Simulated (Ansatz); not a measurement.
# Cu: the cost of one run

Program: Ansatz 0.2.0. Level of theory: DFT PBEsol, scalar-relativistic, plane waves, PAW. These are calculated values, not measurements.

### Step 1. Starting point

Symmetry: P6_3/mmc, No. 194, hexagonal system. Conventional cell: a = 2.534 Å, b = 2.534 Å, c = 4.113 Å, α = 90.00°, β = 90.00°, γ = 120.00°. Cu (site symmetry -6m2) is surrounded by 12 Cu at 2.52 to 2.53 Å.

Coordinates:

```
CELL_PARAMETERS angstrom
2.53410 0.00000 0.00000
-1.26705 2.19459 0.00000
0.00000 0.00000 4.11257
ATOMIC_POSITIONS crystal
Cu 0.33333 0.66667 0.25000
Cu 0.66667 0.33333 0.75000
```

It goes back to an entry of the Materials Project, which need not be the stable form.

The cell is taken as given, not relaxed at this level.

### Step 2. Zero of energy

Reference values: F = -13177.5302 eV; pressure -1.59 GPa; largest force 0.000 eV/Å; gap on the mesh none (metal). It was computed beforehand with the settings of the runs below.

### Step 3. Next: energy and stress against strain

The cell is strained by ε times the Voigt pattern (1, 0, 0, 0, 0, 0) (xx, yy, zz, yz, xz, xy; engineering shear), with fractional coordinates fixed (clamped ions). The stress on the pattern is the sum of the stress components weighted by it, tension positive.

### Step 4. At ε = -0.0600

File input.yaml:

```yaml
crystal:
  lattice:
    - [2.3820508696, 0.0, 0.0]
    - [-1.1910254348, 2.1945920917, 0.0]
    - [0.0, 0.0, 4.112571]
  atoms:
    - { symbol: Cu, position: [0.3333333333, 0.6666666667, 0.25] }
    - { symbol: Cu, position: [0.6666666667, 0.3333333333, 0.75] }
basis:
  ecutwfc: 420
kpoints:
  mp_grid: { grid: [24, 24, 12] }
hamiltonian:
  xc: pbesol
scf:
  occupations: { method: gaussian, width: 0.15 }
output:
  forces: true
  stress: true
  eigenvalues: true
```

Launch:

```bash
$ ansatz run input.yaml --threads 1 --pin off --max-ram 2560MiB --backend cpu --events-out ev --progress --plain --runs-dir out
```

What time and memory should one allow on 1 thread of Intel Xeon Platinum 8259CL at 2.50GHz (Skylake/Cascade Lake), shared host?

About 24 s, with a peak of 0.72 GiB.
